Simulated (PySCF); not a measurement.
# KF+: from the state search to spectroscopic constants

One table from this session's results is given with a row withheld; the runs are named, their logs left out.

Program: PySCF 2.14.0. Level of theory: K x2c-SVPall, F x2c-SVPall, spin-free X2C with a Gaussian nucleus. These are calculated values, not measurements.

The first run:

The job is set up so:

* atoms: K, F
* charge: 1
* basis: K x2c-SVPall, F x2c-SVPall
* Hamiltonian: spin-free X2C with a Gaussian nucleus
* basis functions: 38
* electrons treated: 27
* masses in u: 38.9637, 18.9984
* levels: PBE0, PBE, r²SCAN, MN15, M06-L, LDA, HSE06, HF, MP2, SCS-MP2, CCSD, CCSD(T)
* grid: 80 radial by 434 angular points
* occupations: held fixed by the projection of orbital angular momentum
* dissociation limit: K+ + F, each in its ground configuration
* starting distance in angstrom: 2.660
* values of 2S to try: 1, 3

On the command line:

```bash
$ OMP_NUM_THREADS=1 python dia.py task.json out
```

Among the steps run: Set-up; The PBE0 curve of the state that the search chose; Other states along the same grid; PBE; r²SCAN (meta-GGA); MN15 (hybrid meta-GGA); M06-L (meta-GGA); LDA (local density); HSE06 (range-separated hybrid); UHF (mean field); Correlated methods on the Hartree–Fock reference.

One of the session's tables, all rows but one given; the rest of the session is left out.

Energy (eV) from each level's lowest point:

| R (Å) | UHF | UHF-MP2 | UHF-SCS-MP2 | UHF-CCSD | UHF-CCSD(T) |
| --- | --- | --- | --- | --- | --- |
| 2.489 | 0.122 | 0.110 | 0.113 | n/a | n/a |
| 2.605 | 0.057 | 0.049 | 0.051 | 0.049 | 0.048 |
| 2.720 | 0.022 | 0.017 | 0.018 | 0.017 | 0.017 |
| 2.807 | 0.009 | 0.005 | 0.006 | 0.005 | 0.005 |
| 2.894 | 0.002 | 0.000 | 0.001 | 0.000 | 0.000 |
| 2.981 | 0.000 | 0.000 | 0.000 | 0.000 | 0.000 |
| 3.097 | 0.002 | 0.004 | 0.004 | 0.004 | 0.004 |
| 3.241 | ? | ? | ? | ? | ? |
| 3.415 | 0.017 | 0.028 | 0.027 | 0.028 | 0.029 |
| 3.646 | 0.032 | 0.049 | 0.047 | n/a | n/a |

Estimate the missing values for R (Å) = 3.241.

Worked estimate for «UHF». A straight line through the neighbours (3.097, 0.002) and (3.415, 0.017) gives 0.002 + (0.017 − 0.002) × (3.241 − 3.097) / (3.415 − 3.097) = 0.009; a parabola fitted to 4 rows on both sides gives 0.008.

The run gave: UHF: 0.008; UHF-MP2: 0.014; UHF-SCS-MP2: 0.013; UHF-CCSD: 0.014; UHF-CCSD(T): 0.014. In «UHF» the line misses by +0.001 and the parabola by 0.000.

State 2 has its PBE0 minimum 0.16 eV higher. The other levels ran on the lowest alone.

To keep in mind: The bond is weak, and basis-set superposition, which was not computed, may be a sizeable part of it.
